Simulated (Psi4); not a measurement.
# AlCl2F (SMILES [F][Al]([Cl])[Cl]) at PBE/def2-SVPD

Aim: the vertical singlet–triplet gap of AlCl2F at PBE/def2-SVPD, from 2 runs. 

The results are computed with Psi4 1.11.

2 further runs of the same task are left out: 2 set aside as unsound or not needed.

## 1. The system as given

AlCl2F: 4 atoms, total charge 0, spin state singlet. SMILES: `[F][Al]([Cl])[Cl]`. Geometry: relaxed at PBE0-D4/def2-TZVP.

Bond lengths: F1–Al2 1.633 Å, Al2–Cl3 2.065 Å, Al2–Cl4 2.065 Å. Angles: F1–Al2–Cl3 119.2°, F1–Al2–Cl4 119.2°, Cl3–Al2–Cl4 121.5°.

## 2. Energy and gradient at PBE/def2-SVPD

Contents of job.in:

```
memory 2200 MB

molecule molecule1 {
  F      0.087420     0.388220     1.682350
  Al     0.004800     0.021530     0.093600
  Cl     1.223040    -1.463690    -0.663450
  Cl    -1.315270     1.053930    -1.112510
  symmetry c1
  no_reorient
  no_com
}

set globals {
  basis                def2-SVPD
  puream               true
  e_convergence        1e-09
  d_convergence        1e-08
  scf_type             pk
  dft_radial_points    99
  dft_spherical_points 590
}

result, w = gradient("pbe", return_wfn=True)
oeprop(w, "MULLIKEN_CHARGES", "LOWDIN_CHARGES", "DIPOLE", title="PBE")
```

Launch:

```
$ psi4 -i job.in -o job.out -n 1
```

job.out:

```text
[...]
  Running in c1 symmetry.
[...]
  Nuclear repulsion =  244.295361750994289
[...]
  Multiplicity = 1
[...]
  Nalpha       = 28
  Nbeta        = 28
[...]
    Number of basis functions: 101
[...]
   @RKS iter   1: -1261.70661091296688   -1.25142e-01   6.03733e-03 DIIS/ADIIS
[...]
   @RKS iter  11: -1261.85534315947962   -1.59162e-12   2.11095e-09 DIIS
[...]
    Orbital Energies [Eh]
    ---------------------
    Doubly Occupied:
       1A   -100.668325     2A   -100.668314     3A    -55.478689
       4A    -24.268695     5A     -9.202378     6A     -9.202374
       7A     -7.029538     8A     -7.029528     9A     -7.024661
      10A     -7.024658    11A     -7.023678    12A     -7.023661
      13A     -4.025770    14A     -2.635081    15A     -2.629997
      16A     -2.629677    17A     -1.058630    18A     -0.774109
      19A     -0.763993    20A     -0.444399    21A     -0.395576
      22A     -0.390282    23A     -0.383851    24A     -0.357861
      25A     -0.329667    26A     -0.325422    27A     -0.317414
      28A     -0.305785
[...]
  @RKS Final Energy: -1261.85534315947962
   => Energetics <=
    Nuclear Repulsion Energy =            244.2953617509942887
    One-Electron Energy =               -2233.2386471568197521
    Two-Electron Energy =                 812.1423391236378393
    DFT Exchange-Correlation Energy =     -85.0543968772919357
    Empirical Dispersion Energy =           0.0000000000000000
    VV10 Nonlocal Energy =                  0.0000000000000000
    Total Energy =                      -1261.8553431594796166
[...]
  -Total Gradient:
     Atom            X                  Y                   Z
    ------   -----------------  -----------------  -----------------
       1       -0.001408652864    -0.006259461405    -0.027131661793
       2        0.000817061236     0.003635522328     0.015779180573
       3       -0.006875510024     0.008422964326     0.004401011758
       4        0.007466380338    -0.005802247317     0.006937493827
[...]
 Multipole Moments:
 ------------------------------------------------------------------------------------
     Multipole            Electronic (a.u.)      Nuclear  (a.u.)        Total (a.u.)
 ------------------------------------------------------------------------------------
 L = 1.  Multiply by 2.5417464519 to convert [e a0] to [Debye]
 Dipole X            :          1.3484075           -1.3582029           -0.0097953
 Dipole Y            :          5.9890708           -6.0321003           -0.0430295
 Dipole Z            :         25.9555523          -26.1412807           -0.1857284
 Magnitude           :                                                    0.1908992
[...]
  Mulliken Charges: (a.u.)
   Center  Symbol    Alpha    Beta     Spin     Total
       1     F     4.77890  4.77890  0.00000 -0.55781
       2    AL     5.67054  5.67054  0.00000  1.65891
       3    CL     8.77528  8.77528  0.00000 -0.55055
       4    CL     8.77528  8.77528  0.00000 -0.55055
   Total alpha = 28.00000, Total beta = 28.00000, Total charge =  0.00000
  Lowdin Charges: (a.u.)
   Center  Symbol    Alpha    Beta     Spin     Total
       1     F     4.72067  4.72067  0.00000 -0.44134
       2    AL     6.27299  6.27299  0.00000  0.45402
[...]
```

Run time: 11 s. Hardware: 1 thread of Intel Xeon 6975P-C (Granite Rapids), shared host; peak memory 0.94 GiB.

## 3. The triplet: a single-point energy at UPBE/def2-SVPD

Contents of alcl2f.xyz:

```xyz
4
AlCl2F
F      0.087420     0.388220     1.682350
Al     0.004800     0.021530     0.093600
Cl     1.223040    -1.463690    -0.663450
Cl    -1.315270     1.053930    -1.112510
```

Contents of run.py:

```python
import psi4

psi4.set_memory(2200000000)
psi4.set_num_threads(1)
psi4.set_output_file('run.log', False)

with open('alcl2f.xyz') as f:
    atoms = ''.join(f.readlines()[2:])
molecule = psi4.geometry('0 3\n' + atoms + 'symmetry c1\nno_reorient\nno_com')

psi4.set_options({
    'basis': 'def2-SVPD',
    'reference': 'uks',
    'puream': True,
    'e_convergence': 1e-09,
    'd_convergence': 1e-08,
    'scf_type': 'pk',
    'dft_radial_points': 99,
    'dft_spherical_points': 590,
    'maxiter': 100,
})

e, wfn = psi4.energy('pbe', return_wfn=True)
psi4.oeprop(wfn, 'WIBERG_LOWDIN_INDICES', 'MULLIKEN_CHARGES', 'LOWDIN_CHARGES', title='PBE')
print(f'pbe energy: {e:.10f} Eh')
for k, v in sorted(psi4.core.scalar_variables().items()):
    print(f'{k:45s} {v:18.10f}')
```

Launch:

```
$ python run.py
```

run.log (excerpt; [...] marks lines left out):

```text
[...]
  Running in c1 symmetry.
[...]
  Nuclear repulsion =  244.295361750994289
[...]
  Multiplicity = 3
[...]
  Nalpha       = 29
  Nbeta        = 27
[...]
    Number of basis functions: 101
[...]
   @UKS iter   1: -1261.47435263044349    1.07116e-01   6.03674e-03 DIIS/ADIIS
[...]
   @UKS iter  16: -1261.63430811949229   -3.86535e-12   4.38015e-09 DIIS
[...]
   @S^2 Observed:                2.002772954E+00
[...]
  @UKS Final Energy: -1261.63430811949229
   => Energetics <=
    Nuclear Repulsion Energy =            244.2953617509942887
    One-Electron Energy =               -2231.9507247362735143
    Two-Electron Energy =                 810.9961118095743586
    DFT Exchange-Correlation Energy =     -84.9750569437875214
    Empirical Dispersion Energy =           0.0000000000000000
    VV10 Nonlocal Energy =                  0.0000000000000000
    Total Energy =                      -1261.6343081194922888
[...]
 Multipole Moments:
 ------------------------------------------------------------------------------------
     Multipole            Electronic (a.u.)      Nuclear  (a.u.)        Total (a.u.)
 ------------------------------------------------------------------------------------
 L = 1.  Multiply by 2.5417464519 to convert [e a0] to [Debye]
 Dipole X            :          1.3217164           -1.3582029           -0.0364865
 Dipole Y            :          5.8687377           -6.0321003           -0.1633626
 Dipole Z            :         25.4316294          -26.1412807           -0.7096513
 Magnitude           :                                                    0.7291252
[...]
  Mulliken Charges: (a.u.)
   Center  Symbol    Alpha    Beta     Spin     Total
       1     F     4.76069  4.70045  0.06024 -0.46114
       2    AL     6.75918  5.50986  1.24932  0.73096
       3    CL     8.74006  8.39485  0.34522 -0.13491
       4    CL     8.74007  8.39484  0.34523 -0.13491
   Total alpha = 29.00000, Total beta = 27.00000, Total charge =  0.00000
  Lowdin Charges: (a.u.)
   Center  Symbol    Alpha    Beta     Spin     Total
       1     F     4.80742  4.61122  0.19620 -0.41863
       2    AL     6.70698  6.16517  0.54181  0.12785
[...]
```

The script printed:

```text
pbe energy: -1261.6343081195 Eh
CURRENT ENERGY                                  -1261.6343081195
CURRENT REFERENCE ENERGY                        -1261.6343081195
DD SOLVATION ENERGY                                 0.0000000000
DFT FUNCTIONAL TOTAL ENERGY                     -1261.6343081195
DFT TOTAL ENERGY                                -1261.6343081195
DFT VV10 ENERGY                                     0.0000000000
DFT XC ENERGY                                     -84.9750569438
GRID ELECTRONS ALPHA                               29.0000012630
GRID ELECTRONS BETA                                27.0000012732
GRID ELECTRONS TOTAL                               56.0000025363
NUCLEAR REPULSION ENERGY                          244.2953617510
ONE-ELECTRON ENERGY                             -2231.9507247363
PCM POLARIZATION ENERGY                             0.0000000000
PE ENERGY                                           0.0000000000
SCF ITERATION ENERGY                            -1261.6343081195
SCF ITERATIONS                                     16.0000000000
SCF TOTAL ENERGY                                -1261.6343081195
TWO-ELECTRON ENERGY                               810.9961118096
XC GRID RADIAL POINTS                              99.0000000000
XC GRID SPHERICAL POINTS                          590.0000000000
XC GRID TOTAL POINTS                           225062.0000000000
```

Wall time 13 s (1 thread of Intel Xeon 6975P-C (Granite Rapids), shared host); peak memory 0.94 GiB.

## 4. Results

Level: PBE/def2-SVPD.

```
                                        quantity           value
                           singlet: total energy  -1261.85534 Eh
                          singlet: dipole moment          0.49 D
                            singlet: HOMO energy        -8.32 eV
                            singlet: LUMO energy        -2.39 eV
                          singlet: HOMO–LUMO gap         5.93 eV
               singlet: largest force on an atom      1.434 eV/Å
                           triplet: total energy  -1261.63431 Eh
                          triplet: dipole moment          1.85 D
     triplet: HOMO energy (highest over α and β)        -2.96 eV
                                   triplet: ⟨S²⟩           2.003
vertical energy of the triplet above the singlet        6.015 eV
```

At this shape the triplet lies 6.01 eV (139 kcal/mol) above the singlet. The largest force (singlet) is 1.43 eV/Å: the shape isn't a stationary point for this species at this level. Mulliken charges (triplet) run from -0.46 on F1 to +0.73 on Al2; in a basis this large or diffuse they mean little.
